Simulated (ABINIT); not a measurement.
# AlSn (P-6m2) in ABINIT: a series of runs, part 2 of 2

ABINIT 10.8.3 (patched build).

### Step 3. Single point, PBE

File run.abi:

```
# Pseudopotentials
pp_dirpath "./"
pseudos "Sn.upf, Al.upf"

# Structure
acell 3*1.0
rprim
     7.9332698559     0.0000000000     0.0000000000
    -3.9666349279     6.8704132302     0.0000000000
     0.0000000000     0.0000000000     6.2490351660
ntypat 2
znucl 50 13
natom 2
typat 1 2
xred
     0.3333333333     0.6666666667     0.5000000000
     0.0000000000     0.0000000000     0.0000000000

# Plane-wave basis
ecut 1387.780699 eV

# k points
kptopt 1
ngkpt 7 7 8
nshiftk 1
shiftk 0.0 0.0 0.0

# Exchange and correlation
ixc 11

# Bands and occupations
nband 17
occopt 3
tsmear 0.05 eV

# SCF cycle
nstep 100
tolvrs 1.0e-10

# Output
iomode 3
prtwf 0
prtden 0
prteig 0
prtebands 0
enunit 1
```

Potentials or basis: PseudoDojo NC SR PBE v0.4 stringent.

Run with:

```console
abinit run.abi > log 2>&1
```

Wall time 2.3 min (1 thread of Arm Neoverse V1, shared host); peak memory 0.15 GiB.

Results (log left out):

```
Free energy                                           : -6091.9488 eV
Pressure                                              : 0.2 GPa
Band gap on the k mesh                                : none (metal or under the smearing width)
Valence electrons inside the program's atomic spheres : Sn 18.53; Al 0.83
```

Stress tensor (GPa, compression positive):
```
0.09 0.00 0.00
0.00 0.09 0.00
0.00 0.00 0.41
```

Levels at points of the mesh, in eV from the Fermi level:
```
           k point  band 8  band 9  band 10  band 11  band 12  band 13  band 14  band 15  band 16  band 17
(0.00, 0.00, 0.00)  -21.25  -21.25   -10.46    -0.22    -0.22     0.69     2.60     3.12     3.12     5.18
(0.00, 0.00, 0.50)  -21.26  -21.20    -7.43    -6.22     2.72     2.72     3.58     3.58     3.77     4.17
```

### Step 4. Single point, PBE

Edit run.abi of step 3 so:

```diff
@@ -19,3 +19,3 @@
 # Plane-wave basis
-ecut 1387.780699 eV
+ecut 979.609905 eV
 
@@ -31,3 +31,3 @@
 # Bands and occupations
-nband 17
+nband 13
 occopt 3
```

Potentials or basis: PseudoDojo NC SR PBE v0.5 standard.

Run with:

```console
abinit run.abi > log 2>&1
```

run.abo:

```text
.Version 10.8.3 of ABINIT
 Symmetries : space group P-6 m 2 (#187); Bravais hP (primitive hexag.)
================================================================================
 Values of the parameters that define the memory need of the present run
     intxc =       0    ionmov =       0      iscf =       7    lmnmax =       6
     lnmax =       6     mgfft =      45  mpssoang =       3    mqgrid =    3001
     natom =       2  nloc_mem =       1    nspden =       1   nspinor =       1
    nsppol =       1      nsym =      12    n1xccc =    2501    ntypat =       2
    occopt =       3   xclevel =       2
       mpw =        3563          nfft =       72900          nkpt =          40
================================================================================
================================================================================

--------------------------------------------------------------------------------
------------- Echo of variables that govern the present computation ------------
[... 195 lines left out ...]
- sigma(2 2)= -1.16370229E-01  sigma(3 1)=  0.00000000E+00
- sigma(3 3)= -4.15214936E-01  sigma(2 1)= -1.15165488E-09

== END DATASET(S) ==============================================================
================================================================================

 -outvars: echo values of variables after computation  --------
            acell      1.0000000000E+00  1.0000000000E+00  1.0000000000E+00 Bohr
           etotal     -8.1110840374E+01
            fcart      3.3941177750E-29  4.0152097679E-26 -0.0000000000E+00
                      -3.3941177750E-29 -4.0152097679E-26 -0.0000000000E+00
            rprim      7.9332698559E+00  0.0000000000E+00  0.0000000000E+00
                      -3.9666349279E+00  6.8704132302E+00  0.0000000000E+00
                       0.0000000000E+00  0.0000000000E+00  6.2490351660E+00
           strten     -3.9553438353E-06 -3.9553436995E-06 -1.4112868826E-05
                       0.0000000000E+00  0.0000000000E+00 -3.9143953896E-14
           xangst     -1.9226708148E-10  2.4237774057E+00  1.6534234989E+00
                      -2.0990553105E-10  1.2118874576E-10  0.0000000000E+00
             xred      3.3333333330E-01  6.6666666670E-01  5.0000000000E-01
                      -3.3333410106E-11  3.3333299084E-11  0.0000000000E+00
 Calculation completed.
```

Wall time 57 s (1 thread of Arm Neoverse V1, shared host); peak memory 0.1 GiB.

What came out:

| Item | Value |
| --- | --- |
| Free energy | -2207.1384 eV |
| Pressure | 0.2 GPa |
| Band gap on the k mesh | none (metal or under the smearing width) |
| Valence electrons inside the program's atomic spheres | Sn 10.57; Al 0.84 |

Stress tensor (GPa, compression positive):
```
0.12 0.00 0.00
0.00 0.12 0.00
0.00 0.00 0.42
```

### Step 5. Single point, PBE

Edit run.abi of step 4 so:

```diff
@@ -19,3 +19,3 @@
 # Plane-wave basis
-ecut 979.609905 eV
+ecut 1387.780699 eV
 
@@ -31,3 +31,3 @@
 # Bands and occupations
-nband 13
+nband 17
 occopt 3
```

Potentials or basis: PseudoDojo NC SR PBE v0.5 stringent.

Run with:

```console
abinit run.abi > log 2>&1
```

run.abo:

```text
.Version 10.8.3 of ABINIT
 Symmetries : space group P-6 m 2 (#187); Bravais hP (primitive hexag.)
================================================================================
 Values of the parameters that define the memory need of the present run
     intxc =       0    ionmov =       0      iscf =       7    lmnmax =       6
     lnmax =       6     mgfft =      54  mpssoang =       3    mqgrid =    3001
     natom =       2  nloc_mem =       1    nspden =       1   nspinor =       1
    nsppol =       1      nsym =      12    n1xccc =    2501    ntypat =       2
    occopt =       3   xclevel =       2
       mpw =        5948          nfft =      131220          nkpt =          40
================================================================================
================================================================================

--------------------------------------------------------------------------------
------------- Echo of variables that govern the present computation ------------
--------------------------------------------------------------------------------
 -outvars: echo values of preprocessed input variables --------
            acell      1.0000000000E+00  1.0000000000E+00  1.0000000000E+00 Bohr
              amu      1.18710000E+02  2.69815390E+01
             ecut      5.10000000E+01 Hartree
           enunit           1
              ixc          11
         kptrlatt        7    0    0      0    7    0      0    0    8
          kptrlen      4.99922813E+01
            natom           2
            nband          17
            ngfft          54      54      45
             nkpt          40
[... 163 lines left out ...]
hartree             :  8.63509956513215E+01
xc                  : -2.80545510688451E+01
Ewald energy        : -1.06600773867445E+02
psp_core            :  2.30417141771104E+00
local_psp           : -2.50042862199033E+02
non_local_psp       : -5.61416666834712E+00
internal            : -2.23874836877934E+02
'-kT*entropy'       : -1.50773491972068E-04
total_energy        : -2.23874987651426E+02
total_energy_eV     : -6.09194875979717E+03
band_energy         : -3.11286172162855E+01
...

 Cartesian components of stress tensor (hartree/bohr^3)
  sigma(1 1)= -3.03342047E-06  sigma(3 2)=  0.00000000E+00
  sigma(2 2)= -3.03342029E-06  sigma(3 1)=  0.00000000E+00
  sigma(3 3)= -1.37663284E-05  sigma(2 1)= -4.92111523E-14

-Cartesian components of stress tensor (GPa)         [Pressure=  1.9450E-01 GPa]
- sigma(1 1)= -8.92463113E-02  sigma(3 2)=  0.00000000E+00
- sigma(2 2)= -8.92463063E-02  sigma(3 1)=  0.00000000E+00
- sigma(3 3)= -4.05019364E-01  sigma(2 1)= -1.44784209E-09

== END DATASET(S) ==============================================================
================================================================================

 -outvars: echo values of variables after computation  --------
            acell      1.0000000000E+00  1.0000000000E+00  1.0000000000E+00 Bohr
           etotal     -2.2387498765E+02
            fcart      3.3941177750E-29  1.9595948110E-29 -0.0000000000E+00
                      -3.3941177750E-29 -1.9595948110E-29 -0.0000000000E+00
            rprim      7.9332698559E+00  0.0000000000E+00  0.0000000000E+00
                      -3.9666349279E+00  6.8704132302E+00  0.0000000000E+00
                       0.0000000000E+00  0.0000000000E+00  6.2490351660E+00
           strten     -3.0334204653E-06 -3.0334202946E-06 -1.3766328375E-05
                       0.0000000000E+00  0.0000000000E+00 -4.9211152302E-14
           xangst     -1.9226708148E-10  2.4237774057E+00  1.6534234989E+00
                      -2.0990553105E-10  1.2118874576E-10  0.0000000000E+00
             xred      3.3333333330E-01  6.6666666670E-01  5.0000000000E-01
                      -3.3333410106E-11  3.3333299084E-11  0.0000000000E+00
 Calculation completed.
```

It took 2.3 min on 1 thread of Arm Neoverse V1, shared host; peak memory 0.15 GiB.

What came out:

```yaml
Free_energy: -6091.9488 eV
Pressure: 0.2 GPa
Band_gap_on_the_k_mesh: none (metal or under the smearing width)
Valence_electrons_inside_the_program's_atomic_spheres: Sn 18.53; Al 0.83
```

Stress tensor (GPa, compression positive):
```
0.09 0.00 0.00
0.00 0.09 0.00
0.00 0.00 0.41
```

### Step 6. The runs side by side

```csv
potentials or basis,cutoff (eV),gap on the mesh (eV),pressure (GPa)
PseudoDojo NC SR PBE v0.4.1 standard,980,none,0.2
PseudoDojo NC SR PBE v0.4 stringent,1388,none,0.2
PseudoDojo NC SR PBE v0.5 standard,980,none,0.2
PseudoDojo NC SR PBE v0.5 stringent,1388,none,0.2
```

Alike in all rows: task single point; level PBE; no spin polarisation; cell as given; k mesh 7 × 7 × 8; smearing fermi-dirac 0.05 eV.

Absolute energies hang on the potentials; compare differences alone.
